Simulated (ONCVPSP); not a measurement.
# Ni: the cost of one run

Method: ONCVPSP 4.0.1.1 (patched build), PBE, scalar-relativistic.

## 1. The atom and the settings

The settings as typed:

| Quantity | Value |
| --- | --- |
| element | nickel (Ni, Z = 28) |
| type | optimised norm-conserving Vanderbilt (ONCV) |
| frozen core | [Ne] |
| valence charge | 18 |
| reference configuration | 3s2 3p6 3d8 4s1.5 4p0.5 |
| partial waves | 3s+4s: rc 1.08 bohr, ncon 4, nbas 7, qcut 10.6 1/bohr, 2 projectors; 3p+4p: rc 1.04 bohr, ncon 4, nbas 9, qcut 13 1/bohr, 2 projectors; 3d: rc 1.32 bohr, ncon 4, nbas 9, qcut 8.8 1/bohr, 1 projector |
| local potential | polynomial inside 1.00 bohr (lpopt 5, dvloc0 -1 Ha) |
| core correction | not asked for |

The nodes and maxima of the atom's own shells, from an earlier all-electron run, set the scale for the radii.

All-electron outer shells of the reference configuration (PBE, scalar-relativistic, ld1.x):

```json
{"shell": "2s", "level (eV)": "-982.83", "outermost node (bohr)": "0.07", "outermost maximum (bohr)": "0.21"}
{"shell": "2p", "level (eV)": "-845.68", "outermost node (bohr)": "–", "outermost maximum (bohr)": "0.16"}
{"shell": "3s", "level (eV)": "-112.11", "outermost node (bohr)": "0.30", "outermost maximum (bohr)": "0.64"}
{"shell": "3p", "level (eV)": "-72.44", "outermost node (bohr)": "0.27", "outermost maximum (bohr)": "0.65"}
{"shell": "3d", "level (eV)": "-9.90", "outermost node (bohr)": "–", "outermost maximum (bohr)": "0.63"}
{"shell": "4s", "level (eV)": "-6.31", "outermost node (bohr)": "0.92", "outermost maximum (bohr)": "2.21"}
{"shell": "4p", "level (eV)": "-1.71", "outermost node (bohr)": "1.00", "outermost maximum (bohr)": "3.10"}
```

## 2. The generation run

Input file Ni.dat:

```
# ATOM AND REFERENCE CONFIGURATION
# atsym  z   nc   nv     iexc    psfile
  Ni 28.00    3    5        4      upf
#
#   n    l    f
    1    0    2.00
    2    0    2.00
    2    1    6.00
    3    0    2.00
    3    1    6.00
    3    2    8.00
    4    0    1.50
    4    1    0.50
#
# PSEUDOPOTENTIAL AND OPTIMIZATION
# lmax
    2
#
#   l,   rc,      ep,       ncon, nbas, qcut
    0    1.08    0.00    4    7   10.60
    1    1.04    0.00    4    9   13.00
    2    1.32    0.00    4    9    8.80
#
# LOCAL POTENTIAL
# lloc, lpopt,  rc(5),   dvloc0
    4    5    1.00   -1.00
#
# VANDERBILT-KLEINMAN-BYLANDER PROJECTORs
# l, nproj, debl
    0    2    2.10
    1    2    1.80
    2    1    2.30
#
# MODEL CORE CHARGE
# icmod, fcfact, rcfact
    0    0.00    0.00
#
# LOG DERIVATIVE ANALYSIS
# epsh1, epsh2, depsh
   -6.00    5.00    0.04
#
# OUTPUT GRID
# rlmax, drl
    6.00    0.01
#
# TEST CONFIGURATIONS
# ncnf
    4
# nvcnf
#   n    l    f
    5
    3    0    2.00
    3    1    6.00
    3    2    8.00
    4    0    2.00
    4    1    0.00
#
    5
    3    0    2.00
    3    1    6.00
    3    2    8.00
    4    0    1.00
    4    1    0.00
#
    5
    3    0    2.00
    3    1    6.00
    3    2    8.00
    4    0    0.00
    4    1    0.00
#
    5
    3    0    2.00
    3    1    6.00
    3    2    7.00
    4    0    2.00
    4    1    1.00
#
```

Run with:

```bash
oncvpsp.x < Ni.dat > Ni.out
```

**Question.** How long does this run take on 1 thread of Neoverse-V1, shared host?

About 4.3 s.
